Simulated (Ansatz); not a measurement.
**Ru: a slab and its surfaces, (0001), 3 layers**

Aim: cut a slab of Ru (0001), 3 layers from the relaxed bulk, relax it, and get surface energy and work function. Methods of the runs shown: PAW. Its runs: bulk cell relaxed (PAW); bulk in the slab's orientation (PAW); the reference run (PAW); atoms relaxed (PAW); vacuum of 7 Å (PAW); field of 0.1 V/Å along the normal (PAW); core holes in 3d of Ru (PAW); Rh in place of Ru in the outer layer (PAW); Rh in place of Ru in the middle layer (PAW).

Computed with Ansatz 0.2.0 (DFT, r2SCAN, PAW with Ansatz's default frozen-core files, scalar-relativistic, unless a step's input says otherwise).

### Step 1. The starting structure

The structure is hexagonal, space group P6_3/mmc (No. 194). The conventional cell has a = 2.679 Å, b = 2.679 Å, c = 4.341 Å, α = 90.00°, β = 90.00°, γ = 120.00°. Ru (site symmetry -6m2) has 12 Ru at 2.67 to 2.68 Å as nearest neighbours.

As a file:

```cif
data_structure
_symmetry_space_group_name_H-M 'P6_3/mmc'
_symmetry_Int_Tables_number 194
_cell_length_a 2.6794
_cell_length_b 2.6794
_cell_length_c 4.3406
_cell_angle_alpha 90.000
_cell_angle_beta 90.000
_cell_angle_gamma 120.000
_cell_volume 26.99
loop_
_atom_site_label
_atom_site_type_symbol
_atom_site_symmetry_multiplicity
_atom_site_Wyckoff_symbol
_atom_site_fract_x
_atom_site_fract_y
_atom_site_fract_z
_atom_site_occupancy
Ru1 Ru 2 c 0.33333 0.66667 0.25000 1
```

The file gives the conventional cell by its symmetry; the runs use the cell typed in the input.

Atoms are numbered in the order of the input: Ru1, Ru2.

### Step 2. Bulk cell relaxed, PAW

File input.yaml:

```yaml
crystal:
  lattice:
    - [2.6793593033, 0.0, 0.0]
    - [-1.3396796516, 2.3203932225, 0.0]
    - [0.0, 0.0, 4.3405620713]
  atoms:
    - { symbol: Ru, position: [0.3333333333, 0.6666666667, 0.25] }
    - { symbol: Ru, position: [0.6666666667, 0.3333333333, 0.75] }
kpoints:
  mp_grid: { grid: [19, 19, 10] }
scf:
  occupations: { method: fermi_dirac, width: 0.05 }
hamiltonian:
  xc: r2scan
  pseudopotentials: { kind: paw }
output:
  forces: true
  stress: true
relax:
  f_tol: 0.005
  max_steps: 40
  cell: {}
```

Command:

```
$ ansatz run input.yaml --threads 1 --pin off --max-ram 3584MiB --backend cpu --events-out ev --progress --plain --runs-dir out
```

After this run come: Bulk in the slab's orientation, PAW; Slab as cut, PAW; Atoms relaxed, PAW; Vacuum of 7 Å, PAW; Field of 0.1 V/Å along the normal, PAW; Core holes in 3d of Ru, PAW; Rh in place of Ru in the outer layer, PAW; Rh in place of Ru in the middle layer, PAW.

Q: Predict the outcome of this session. Wanted: surface energy; work function; outer layer spacing; surface core-level shift by Z+1; core-level shifts among the layers.

The runs gave:

| quantity | value |
| --- | --- |
| surface energy (PAW, relaxed) | 2.72 J/m² |
| work function (PAW, relaxed) | 4.97 eV |
| outer layer spacing (PAW) | 2.13 → 2.05 Å |
| surface core-level shift by Z+1 (PAW) | -0.65 eV |
| core-level shifts among the layers (PAW holes) | Ru1 +0.00, Ru2 +0.77 eV |

**Reading.** By PAW the surface costs 2.83 J/m² as cut and 2.72 J/m² relaxed. The outermost spacing changes by -3.7 % (PAW). Vacuum of 7 Å moves the work function by -0.26 eV (PAW). The field of 0.1 V/Å along the normal induces a dipole of 0.027 e·Å per cell (PAW). Putting the next element in the outer rather than the middle layer costs -0.65 eV (PAW); in the Z+1 picture that is the binding energy at the surface less that inside. Thickness wasn't converged, and no reconstruction was sought. The program warned that the vacuum holds more density than its bound, so energies and levels may be slightly off.
